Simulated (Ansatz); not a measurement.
Crystal: FeNi2.

```
CELL_PARAMETERS angstrom
0.00000 3.27508 3.27508
3.27508 0.00000 3.27508
3.27508 3.27508 0.00000
ATOMIC_POSITIONS crystal
Ni 0.62500 0.62500 0.62500
Ni 0.12500 0.62500 0.62500
Ni 0.62500 0.12500 0.62500
Ni 0.62500 0.62500 0.12500
Fe 0.00000 0.00000 0.00000
Fe 0.25000 0.25000 0.25000
```

The cell comes from a database or a generator and needn't be the stable form of this composition.

- Program: Ansatz 0.2.0
- Task: single point
- Functional: PBE
- Potentials or basis: Ansatz PAW
- Cutoff: 420 eV (not typed: the program's choice for these potentials)
- k mesh: 7 × 7 × 7
- Occupations: fermi-dirac, width 0.05 eV
- Spin: collinear spin, ferromagnetic start
- Starting moments: [1.0, 1.0, 1.0, 1.0, 3.0, 3.0] μB

On this cell: pressure -0.1 GPa; largest force zero by symmetry; net moment 7.91 μB per cell; site moments Ni +0.60; Fe +2.96 μB; band gap on the k mesh none (metal or under the smearing width).

The same run follows on a disturbed copy (atoms moved at random, drawn with an rms of 0.05 Å):

```
CELL_PARAMETERS angstrom
0.00000 3.27508 3.27508
3.27508 0.00000 3.27508
3.27508 3.27508 0.00000
ATOMIC_POSITIONS crystal
Ni 0.61554 0.62594 0.62294
Ni 0.13399 0.61142 0.62190
Ni 0.62084 0.12964 0.62962
Ni 0.62462 0.60921 0.13422
Fe 0.99869 0.00799 0.99834
Fe 0.25774 0.24391 0.24325
```

Task: What does the disturbed cell give?

Result: The energy (extrapolated to zero smearing) moves by +15.6 meV/atom; pressure 0.7 GPa; largest force 1.580 eV/Å; net moment 7.92 μB per cell; site moments Ni +0.61, +0.60; Fe +2.97, +2.95 μB; band gap on the k mesh none (metal or under the smearing width).

Forces on the atoms (eV/Å):
```
Ni   0.625  0.566  0.771
Ni   0.923 -0.987 -0.732
Ni  -0.892  1.074 -0.741
Ni  -0.649 -0.683  0.841
Fe  -0.094  0.035 -0.090
Fe   0.087 -0.005 -0.050
```

Stress tensor (GPa, compression positive):
```
 0.74 -0.24  0.02
-0.24  0.65 -0.18
 0.02 -0.18  0.61
```
